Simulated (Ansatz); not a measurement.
# CH10FNOSi: the cost of one run

All numbers below are computed with Ansatz 0.2.0 (UKS PBE-D4/6-31G*).

### 1 Starting point

Bond lengths: Si1–N2 2.121 Å, Si1–H3 1.498 Å, Si1–H4 1.456 Å, Si1–C5 1.902 Å, Si1–O7 2.069 Å, N2–H10 1.010 Å, N2–H11 1.008 Å, C5–H12 1.087 Å, C5–H13 1.085 Å, C5–H14 1.084 Å, O7–H15 0.956 Å. Angles (14 of 20 angles, heavy atoms first): N2–Si1–C5 111.7°, N2–Si1–O7 81.9°, C5–Si1–O7 88.2°, Si1–N2–H10 112.1°, Si1–N2–H11 109.9°, N2–Si1–H3 87.3°, N2–Si1–H4 117.2°, H3–Si1–C5 101.2°, H3–Si1–O7 167.8°, H4–Si1–C5 126.5°, H4–Si1–O7 78.6°, Si1–C5–H12 112.7°, Si1–C5–H13 111.2°, Si1–C5–H14 110.1°.

Structure file:

```xyz
15

Si   -0.9341    0.0093   -0.3062
N     0.5752   -1.4786   -0.2166
H    -1.5300   -0.7630   -1.4432
H    -1.9986   -0.0637    0.6839
C    -0.3268    1.5734   -1.2009
H     0.4829   -0.3178    2.0344
O     0.0400    0.6826    1.3905
H     0.8820   -1.6406    1.0715
F     0.9993   -1.3851    2.2447
H     1.4071   -1.2056   -0.7197
H     0.2284   -2.3432   -0.6028
H     0.7232    1.5182   -1.4757
H    -0.4601    2.4549   -0.5832
H    -0.8940    1.7259   -2.1121
H     0.8055    1.2334    1.2353
```

### 2 Run 1

150 steps of 0.5 fs at constant energy, with velocities drawn for 300 K.

Contents of input.yaml:

```yaml
crystal:
  periodic: [false, false, false]
  atoms:
    - { symbol: Si, position_ang: [-0.9341, 0.0093, -0.3062] }
    - { symbol: "N", position_ang: [0.5752, -1.4786, -0.2166] }
    - { symbol: H, position_ang: [-1.53, -0.763, -1.4432] }
    - { symbol: H, position_ang: [-1.9986, -0.0637, 0.6839] }
    - { symbol: C, position_ang: [-0.3268, 1.5734, -1.2009] }
    - { symbol: H, position_ang: [0.4829, -0.3178, 2.0344] }
    - { symbol: O, position_ang: [0.04, 0.6826, 1.3905] }
    - { symbol: H, position_ang: [0.882, -1.6406, 1.0715] }
    - { symbol: F, position_ang: [0.9993, -1.3851, 2.2447] }
    - { symbol: H, position_ang: [1.4071, -1.2056, -0.7197] }
    - { symbol: H, position_ang: [0.2284, -2.3432, -0.6028] }
    - { symbol: H, position_ang: [0.7232, 1.5182, -1.4757] }
    - { symbol: H, position_ang: [-0.4601, 2.4549, -0.5832] }
    - { symbol: H, position_ang: [-0.894, 1.7259, -2.1121] }
    - { symbol: H, position_ang: [0.8055, 1.2334, 1.2353] }
magnetization:
  spin_polarized: true
basis:
  gaussian: { orbitals: "6-31G*" }
hamiltonian:
  xc: pbe
  dispersion: d4
md:
  timestep: 0.5
  n_steps: 150
  ensemble: nve
  temperature: 300.0
  initial_velocities: maxwell_boltzmann
  seed: 448478
```

Launch:

```bash
$ ansatz run input.yaml --threads 2 --pin off --max-ram 3072MiB --backend cpu --events-out ev --progress --plain --runs-dir out
```

**Question.** How long does this run take on 2 threads of Arm Neoverse N1, shared host, and how much memory does it need?

About 16 min, with a peak of 0.19 GiB.
